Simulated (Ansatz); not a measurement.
Consider an atomisation energy of H₇NSi₂Te, SMILES N[SiH2][SiH2][TeH] (Ansatz 0.2.0 through its Python package).

`tae_h7nsi2te.py`
```python
"""Atomisation energy of H7NSi2Te at the given geometry."""

from collections import Counter

import ansatz
from ase import Atoms


def total_energy(molecule, charge=0, unpaired=0):
    calc = (
        molecule.calculation()
        .basis(gaussian="def2-TZVP")
        .functional("HF")
    )
    if charge:
        calc = calc.charge(charge)
    if unpaired:
        calc = calc.spin("collinear", total=unpaired)
    return calc.run(threads=1).report["free_energy_ev"]


def main() -> None:
    atoms = Atoms(["N", "Si", "Si", "Te", "H", "H", "H", "H", "H", "H", "H"], positions=[
        (-1.0391, 1.8536, 0.1643),
        (-0.8272, 0.1633, -0.2067),
        (1.2817, -0.3519, 0.1582),
        (1.7427, -2.752, -0.3271),
        (-2.0826, 2.0974, -0.0978),
        (-0.503, 2.4541, -0.5252),
        (-1.1222, -0.0987, -1.6107),
        (-1.645, -0.6351, 0.6548),
        (1.6429, -0.0716, 1.6237),
        (2.1799, 0.4632, -0.6716),
        (0.4374, -3.1793, 0.8587),
    ])
    mol = ansatz.Crystal.molecule_from_ase(atoms)

    # unpaired electrons of the ground-state atoms
    unpaired = {"N": 3, "Si": 2, "Te": 2, "H": 1}
    counts = Counter(site.symbol for site in mol.cartesian_sites)
    atom_energy = {s: total_energy(ansatz.Crystal.molecule().atom(s, (0, 0, 0)), 0, unpaired[s]) for s in counts}
    whole = total_energy(mol, 0, 0)
    for s, e in atom_energy.items():
        print(f"{s:2s} x{counts[s]}  {e:14.5f} eV")
    print(f"H7NSi2Te: {whole:.5f} eV")
    split = sum(counts[s] * e for s, e in atom_energy.items()) - whole
    print(f"atomisation energy (no zero-point term): {23.060548 * split:.1f} kcal/mol, {split / sum(counts.values()):.3f} eV an atom")


if __name__ == "__main__":
    main()
```

What does it cost to take this molecule apart into atoms?

526.5 kcal/mol from the electronic energies, without the zero-point term.

The run itself:

Output of `python tae_h7nsi2te.py`:
```text
N  x1     -1480.37413 eV
Si x2     -7860.03036 eV
Te x1     -7265.59126 eV
H  x7       -13.60052 eV
H7NSi2Te: -24584.06043 eV
atomisation energy (no zero-point term): 526.5 kcal/mol, 2.076 eV an atom
```

Notes:
- These settings explore the input space; basis and method may be short of convergence.
- The geometry is a force-field or estimated start, not a minimum of this method, and the basis set is short of its limit. All parts are taken at fixed geometry, without zero-point energy.
- def2 sets replace the cores of elements past krypton by effective core potentials.
- Hartree-Fock leaves correlation out, so bond, atomisation and ionisation energies come out well too low.
- The spin-orbit lowering of heavy atoms is left out.
- Wall time of the script: 7.8 s on 1 thread of Arm Neoverse V1, on a shared host, peak memory 0.59 GiB.

(Lines on the test bed's own set-up are left out of the output.)
